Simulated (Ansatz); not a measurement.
# C3H6AlN: the cost of one run

Program: Ansatz 0.2.0, driven from Python. Level of theory: MP2/cc-pVDZ. These are calculated values, not measurements.

**1. The structure**

Bond lengths: C1–Al2 1.959 Å, Al2–C3 1.960 Å, Al2–C4 1.962 Å, C4–N5 1.147 Å, C1–H6 1.053 Å, C1–H7 1.153 Å, C1–H8 1.112 Å, C3–H9 1.083 Å, C3–H10 1.124 Å, C3–H11 1.138 Å. Angles (14 of 16 angles, heavy atoms first): C1–Al2–C3 118.1°, C1–Al2–C4 123.9°, C3–Al2–C4 118.0°, Al2–C4–N5 174.1°, Al2–C1–H6 113.5°, Al2–C1–H7 107.6°, Al2–C1–H8 108.1°, Al2–C3–H9 112.5°, Al2–C3–H10 111.7°, Al2–C3–H11 110.3°, H6–C1–H7 108.3°, H6–C1–H8 112.8°, H7–C1–H8 106.1°, H9–C3–H10 109.3°.

The script holds or builds the structure itself.

**2. Script**

bde.py

```python
'''X-H bond energies of C3H6AlN without relaxation.'''

import ansatz as az


def energy(molecule, charge=0, unpaired=0):
    calc = (
        molecule.calculation()
        .basis(gaussian='cc-pVDZ')
        .correlation('mp2')
    )
    if charge:
        calc = calc.charge(charge)
    if unpaired:
        calc = calc.spin('collinear', total=unpaired)
    report = calc.run(threads=1, pin='off').report
    if report['published_state_doubts']:
        print('  doubts:', report['published_state_doubts'])
    return report['free_energy_ev']

def without(molecule, index):
    rest = az.Crystal.molecule()
    for i, site in enumerate(molecule.cartesian_sites):
        if i != index:
            rest = rest.atom(site.symbol, site.position_ang)
    return rest


def main() -> None:
    geometry_ang = [
        ('C', [-1.7426, -0.3405, 0.3256]),
        ('Al', [0.0307, 0.2618, -0.2483]),
        ('C', [1.599, -0.6434, 0.5017]),
        ('C', [0.3307, 1.7071, -1.5412]),
        ('N', [0.3911, 2.5431, -2.3247]),
        ('H', [-1.7134, -1.1052, 1.0496]),
        ('H', [-2.2888, 0.568, 0.7799]),
        ('H', [-2.3209, -0.626, -0.5798]),
        ('H', [2.2217, -1.0932, -0.2612]),
        ('H', [1.3065, -1.4277, 1.2522]),
        ('H', [2.2515, 0.0989, 1.0668]),
    ]
    molecule = az.Crystal.molecule()
    for symbol, xyz in geometry_ang:
        molecule = molecule.atom(symbol, xyz)

    whole = energy(molecule, 0)
    hydrogen = energy(az.Crystal.molecule().atom('H', (0, 0, 0)), 0, 1)
    print(f'E(molecule) = {whole:.5f} eV, E(H) = {hydrogen:.5f} eV')
    for index in [10]:
        radical = energy(without(molecule, index), 0, 1)
        print(f'H{index}: homolysis {(radical + hydrogen - whole):.3f} eV')


if __name__ == '__main__':
    main()
```

**3. The input behind the calls**

The engine receives this input (first run):

```yaml
crystal:
  periodic: [false, false, false]
  atoms:
    - { symbol: C, position_ang: [-1.7426, -0.3405, 0.3256] }
    - { symbol: Al, position_ang: [0.0307, 0.2618, -0.2483] }
    - { symbol: C, position_ang: [1.599, -0.6434, 0.5017] }
    - { symbol: C, position_ang: [0.3307, 1.7071, -1.5412] }
    - { symbol: "N", position_ang: [0.3911, 2.5431, -2.3247] }
    - { symbol: H, position_ang: [-1.7134, -1.1052, 1.0496] }
    - { symbol: H, position_ang: [-2.2888, 0.568, 0.7799] }
    - { symbol: H, position_ang: [-2.3209, -0.626, -0.5798] }
    - { symbol: H, position_ang: [2.2217, -1.0932, -0.2612] }
    - { symbol: H, position_ang: [1.3065, -1.4277, 1.2522] }
    - { symbol: H, position_ang: [2.2515, 0.0989, 1.0668] }
basis:
  gaussian:
    orbitals: cc-pVDZ
correlation:
  method: mp2
```

**4. Running it**

Run with:

```bash
python bde.py
```

Q: Estimate wall time and peak memory on 1 thread of Arm Neoverse V2, shared host.

About 4.5 s, with a peak of 0.28 GiB.
